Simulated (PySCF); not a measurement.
# MoCl₄: triplet, from a see-saw start

Where does triplet MoCl₄ go from a see-saw start, is the end point a minimum, and what are its modes, charges and moments?

Method: PBE0, basis Mo def2-TZVP with ECP28, Cl def2-TZVP, scalar-relativistic core potentials, no spin–orbit coupling, density fitting; program: PySCF 2.14.0.

### Step 1. Starting geometry

5 atoms, charge 0, spin multiplicity 3.

Bond lengths: Mo1–Cl2 2.370 Å, Mo1–Cl3 2.370 Å, Mo1–Cl4 2.370 Å, Mo1–Cl5 2.370 Å. Angles: Cl2–Mo1–Cl3 170.0°, Cl2–Mo1–Cl4 86.9°, Cl2–Mo1–Cl5 86.9°, Cl3–Mo1–Cl4 86.9°, Cl3–Mo1–Cl5 86.9°, Cl4–Mo1–Cl5 104.0°.

Coordinates in bohr (charge 0 multiplicity 3):
```
Mo    0.0000    0.0000    0.0000
Cl    0.0000    4.4616    0.3904
Cl    0.0000   -4.4616    0.3904
Cl    3.5293    0.0000    2.7573
Cl   -3.5293    0.0000    2.7573
```

### Step 2. Finding the electronic state

The steps below are one call of a driver around PySCF. For each, scf.py gives the equivalent set-up of the SCF; relaxations use the driver's own optimiser. After this first run the driver tries any further starts and a stability analysis.

Contents of scf.py:

```python
from pyscf import gto, scf, dft
mol = gto.M(atom='''
Mo     0.000000     0.000000     0.000000
Cl     0.000000     2.361000     0.206600
Cl    -0.000000    -2.361000     0.206600
Cl     1.867600     0.000000     1.459100
Cl    -1.867600     0.000000     1.459100''',
    basis={'Mo': 'def2-TZVP', 'Cl': 'def2-TZVP'},
    ecp={'Mo': 'def2-TZVP'},
    charge=0, spin=2)
mf = dft.UKS(mol, xc='PBE0')
mf.grids.atom_grid = (50, 194)
aux = {'Mo': 'def2-universal-JKFIT', 'Cl': 'def2-universal-JKFIT'}
mf = mf.density_fit(auxbasis=aux)
mf.conv_tol = 1e-08
mf.diis_space = 10
mf.max_cycle = 60
mf.init_guess = 'minao'
mf.verbose = 4
mf.kernel()
```

Launch:

```console
$ OMP_NUM_THREADS=4 python axn.py task.json out
```

The runs that follow: See-saw start, triplet: relaxation; Hessian and properties.

Q: Predict the outcome of this session. Wanted: minimum; geometry; wavenumbers; dipole moment; highest occupied, lowest empty level; polar-tensor charge of Mo1; zero-point energy; atomisation energy; ⟨S²⟩.

The runs gave:

```
                                          quantity                                                                                          value
                                           minimum                                                                                   triplet, C2v
                                          geometry  Mo–Cl 2.218 Å (×2), Mo–Cl 2.269 Å (×2); Cl–Mo–Cl 99.1° (×4), Cl–Mo–Cl 114.4°, Cl–Mo–Cl 146.1°
                                wavenumbers (cm⁻¹)         49 (a2), 81 (a1), 114 (a1), 145 (b1), 163 (b2), 371 (a1), 415 (b1), 419 (a1), 474 (b2)
                                     dipole moment                                                                                         0.64 D
highest occupied, lowest empty level (either spin)                                                                                -6.80, -4.94 eV
                        polar-tensor charge of Mo1                                                                                        +1.79 e
                                 zero-point energy                                                                                    13.3 kJ/mol
                               entropy at 298.15 K                                                                                392.4 J/(mol K)
         atomisation energy (no zero-point energy)                                                                                    1358 kJ/mol
                                              ⟨S²⟩                                                                                          2.016
```

The see-saw start keeps its C2v symmetry and ends in a minimum. In the infrared the band at 415 cm⁻¹ (b1, stretch) leads. Most of the spin sits on Mo1 (Mulliken spin 1.83, against 2 for the whole molecule). Only this shape and spin were tried, so other structures or states may lie lower. Open d and f shells are described by one determinant, and the ground state may have another occupation or spin.
